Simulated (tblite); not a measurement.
# C4H11GeNSi: the cost of one run

Programs: tblite 0.8.0 and PySCF 2.14.0, with density-fitted response routines of our own. Each step states its level of theory. These are calculated values for one molecule in the gas phase, unless marked as measured. Atoms are numbered from 0 throughout.

### 1 Starting geometry

18 atoms, charge 0, multiplicity 1; geometry from: force field or distance geometry start.

Bonds of the start (Å): C0–C1 1.21, C1–Si2 1.83, Si2–N3 1.78, Si2–Ge4 2.29, Si2–C5 1.86, C5–C6 1.50, C0–H7 1.08, N3–H8 1.01, N3–H9 1.01, Ge4–H10 1.55, Ge4–H11 1.55, Ge4–H12 1.55, C5–H13 1.13, C5–H14 1.11, C6–H15 1.12, C6–H16 1.10, C6–H17 1.10.

### 2 Relaxing the molecule with GFN2-xTB

What the job is given:

```
{"job": {"kind": "relax", "xc": "GFN2-xTB", "basis": "xTB"}, "charge": 0, "multiplicity": 1}
C     -0.643000     2.600300     1.051500
C     -0.271300     1.629900     0.422500
Si     0.306900     0.172000    -0.515800
N      0.364900     0.673200    -2.226000
Ge     2.328400    -0.453900     0.361700
C     -0.871100    -1.252100    -0.279300
C     -1.779200    -0.889000     0.857500
H     -0.970500     3.468900     1.594000
H     -0.364500     1.310700    -2.498400
H      1.288900     0.800200    -2.612400
H      3.363800    -0.685800    -0.771000
H      2.140800    -1.832100     1.047600
H      2.841300     0.550500     1.432100
H     -0.266800    -2.180600    -0.048800
H     -1.441700    -1.367200    -1.223700
H     -2.197700    -1.843700     1.263000
H     -1.201700    -0.381400     1.648500
H     -2.636200    -0.313400     0.485200
```

The run is started by

```sh
$ OMP_NUM_THREADS=1 python probes_run.py task.json out
```

This one command runs all jobs of the session in turn.

Q: Estimate the wall time and peak memory of this first job on 1 thread of Arm Neoverse N1, shared host.

About 2.1 s, with a peak of 0.18 GiB.
